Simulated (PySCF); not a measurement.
# NbOH₃: singlet, from a square planar start

Where does singlet NbOH₃ go from a square planar start, is the end point a minimum, and what are its modes, charges and moments?

The runs use PySCF 2.14.0; PBE0, basis Nb def2-TZVP with ECP28, O def2-TZVP, H def2-TZVP, scalar-relativistic core potentials, no spin–orbit coupling, density fitting.

**1. The starting structure**

5 atoms, charge 0, spin multiplicity 1.

Bond lengths: Nb1–O2 1.820 Å, Nb1–H3 1.790 Å, Nb1–H4 1.790 Å, Nb1–H5 1.790 Å. Angles: O2–Nb1–H3 90.0°, O2–Nb1–H4 180.0°, O2–Nb1–H5 90.0°, H3–Nb1–H4 90.0°, H3–Nb1–H5 180.0°, H4–Nb1–H5 90.0°.

```xyz
5
charge 0 multiplicity 1
Nb    0.0000    0.0000    0.0000
O     0.0000   -1.8200    0.0000
H     1.7900    0.0000    0.0000
H     0.0000    1.7900    0.0000
H    -1.7900    0.0000    0.0000
```

**2. First SCF at the start**

The steps below are one call of a driver around PySCF. For each, scf.py gives the equivalent set-up of the SCF; relaxations use the driver's own optimiser. After this first run the driver tries any further starts and a stability analysis.

The input, scf.py:

```python
from pyscf import gto, scf, dft
mol = gto.M(atom='''
Nb     0.000000     0.000000     0.000000
O     -0.000000    -1.820000     0.000000
H      1.790000     0.000000     0.000000
H      0.000000     1.790000     0.000000
H     -1.790000     0.000000     0.000000''',
    basis={'Nb': 'def2-TZVP', 'O': 'def2-TZVP', 'H': 'def2-TZVP'},
    ecp={'Nb': 'def2-TZVP'},
    charge=0, spin=0)
mf = dft.RKS(mol, xc='PBE0')
mf.grids.atom_grid = (50, 194)
aux = {'Nb': 'def2-universal-JKFIT', 'O': 'def2-universal-JKFIT', 'H': 'def2-universal-JKFIT'}
mf = mf.density_fit(auxbasis=aux)
mf.conv_tol = 1e-08
mf.diis_space = 10
mf.max_cycle = 60
mf.init_guess = 'minao'
mf.verbose = 4
mf.kernel()
```

Started as:

```console
$ OMP_NUM_THREADS=2 python axn.py task.json out
```

Further steps of the session: Square planar start, singlet: relaxation; Is it a minimum? Harmonic modes; Downhill along the imaginary mode; Hessian and properties.

Before running it: what results should come out? Wanted: minimum; geometry; wavenumbers; dipole moment; highest occupied, lowest empty level; polar-tensor charge of Nb1; zero-point energy; atomisation energy.

As calculated:

```
                                 quantity                                                                    value
                                  minimum                                                             singlet, C3v
                                 geometry  Nb–H 1.771 Å (×3), Nb–O 1.669 Å; H–Nb–H 115.3° (×3), H–Nb–O 102.7° (×3)
                       wavenumbers (cm⁻¹)               583 (e), 621 (a1), 717 (e), 1083 (a1), 1822 (e), 1848 (a1)
                            dipole moment                                                                   2.47 D
     highest occupied, lowest empty level                                                          -9.17, -2.81 eV
               polar-tensor charge of Nb1                                                                  +1.62 e
                        zero-point energy                                                              58.6 kJ/mol
                      entropy at 298.15 K                                                          256.1 J/(mol K)
atomisation energy (no zero-point energy)                                                              1549 kJ/mol
```

The square planar start (C2v) ends in a minimum of C3v symmetry, after a stop at a second-order saddle point 296.6 kJ/mol higher, from which it was pushed off along an imaginary mode. In the infrared the band at 1822 cm⁻¹ (e, stretch) leads. Only this shape and spin were tried, so other structures or states may lie lower.
